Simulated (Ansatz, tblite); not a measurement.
# In(PH3)F3 (F3H3InP): rung by rung

The task here is to estimate one member of a computed series from the others.

Program: Ansatz 0.2.0, Gaussian basis. Level of theory: as each input shows. These are calculated values, not measurements.

The runs, in order: GFN1-xTB, GFN2-xTB, PBE-D4/def2-TZVP, r2SCAN-D4/def2-TZVP, LC-ωPBE/def2-TZVP, B2PLYP/def2-TZVP, PBE-QIDH/def2-TZVP, PBE-D4/def2-SVP, PBE0-D4/def2-SVP, CCSD(T)/def2-SVP, MP2/def2-TZVP.

4 further runs of the same task are left out: 4 set aside as unsound or not needed.

## The structure

The singlet was relaxed beforehand with r2SCAN-D4/def2-SVP.

8 atoms, charge 0, spin multiplicity 1.

Bond lengths: F1–In4 1.958 Å, F2–In4 1.958 Å, F3–In4 1.958 Å, In4–P5 2.736 Å, P5–H6 1.416 Å, P5–H7 1.416 Å, P5–H8 1.416 Å. Angles: F1–In4–F2 118.2°, F1–In4–F3 118.1°, F1–In4–P5 98.0°, F2–In4–F3 118.0°, F2–In4–P5 98.1°, F3–In4–P5 97.9°, In4–P5–H6 118.1°, In4–P5–H7 117.9°, In4–P5–H8 117.9°, H6–P5–H7 99.8°, H6–P5–H8 99.8°, H7–P5–H8 99.8°.

In takes a core potential in the def2 sets. No spin-orbit coupling is included.

PBE0-D4/def2-TZVP was run before; its log isn't repeated, and its numbers join the tables.

The first run:

Tight binding, by tblite at 300 K electronic temperature and without a spin-polarisation term:

```python
tblite.interface.Calculator('GFN1-xTB', numbers, positions, charge=0, uhf=0).singlepoint()
```

Tight binding, by tblite at 300 K electronic temperature and without a spin-polarisation term:

```python
tblite.interface.Calculator('GFN2-xTB', numbers, positions, charge=0, uhf=0).singlepoint()
```

start.molden holds the orbitals of an earlier run on this state, given as this run's starting guess.

in.yaml reads:

```yaml
crystal:
  periodic: [false, false, false]
  atoms:
    - {symbol: F, position_ang: [1.933813, -0.014350, -1.793492]}
    - {symbol: F, position_ang: [-0.954351, 1.702311, -1.776341]}
    - {symbol: F, position_ang: [-0.997905, -1.654642, -1.790819]}
    - {symbol: In, position_ang: [-0.004299, 0.010115, -1.515437]}
    - {symbol: P, position_ang: [0.004742, -0.006889, 1.220907]}
    - {symbol: H, position_ang: [0.707966, 1.023081, 1.892029]}
    - {symbol: H, position_ang: [0.551583, -1.137706, 1.875058]}
    - {symbol: H, position_ang: [-1.241568, 0.078070, 1.888095]}
basis:
  gaussian: {orbitals: def2-TZVP, initial_orbitals: start.molden}
hamiltonian: {xc: pbe, dispersion: d4}
scf: {omitted_lower_state_checks: [starts]}
output: {forces: true, orbitals: {seedname: orbitals}}
```

Launch:

```
ansatz run in.yaml --threads 2 --pin off --events-out ev --progress --plain --max-ram 4352MiB
```

Among the steps run: PBE-D4/def2-TZVP; r2SCAN-D4/def2-TZVP; LC-ωPBE/def2-TZVP; B2PLYP/def2-TZVP; PBE-QIDH/def2-TZVP; PBE-D4/def2-SVP; PBE0-D4/def2-SVP; CCSD(T)/def2-SVP; MP2/def2-TZVP.

One table of the session follows, with a row left open; its other results are not shown here.

```
             method  binding an atom (eV)
        HF/def2-SVP                 1.977
       HF/def2-TZVP                 2.035
    PBE-D4/def2-SVP                 3.006
   PBE-D4/def2-TZVP                 3.045
r2SCAN-D4/def2-TZVP                 3.003
   PBE0-D4/def2-SVP                 2.884
  PBE0-D4/def2-TZVP                 2.936
  LC-ωPBE/def2-TZVP                 3.008
       MP2/def2-SVP                 2.844
      MP2/def2-TZVP                 2.949
      CCSD/def2-SVP                     ?
   CCSD(T)/def2-SVP                 2.753
```

Estimate the missing values for CCSD/def2-SVP.

**Answer.** binding an atom (eV): 2.723. In the column «binding an atom (eV)» it lies between HF/def2-TZVP (2.035) and CCSD(T)/def2-SVP (2.753).

Among the levels timed on like hardware and quicker than the yardstick, those that no quicker one beats, quickest first: PBE-D4/def2-SVP (1.4 s, +0.253 eV); PBE0-D4/def2-SVP (2.3 s, +0.130 eV).

Caveats from the session: Free atoms were run apart at each level; binding is atoms less cluster, divided by the number of atoms, without zero-point or spin-orbit terms. The yardstick is in a double-zeta basis, so levels in larger sets aren't compared like for like.
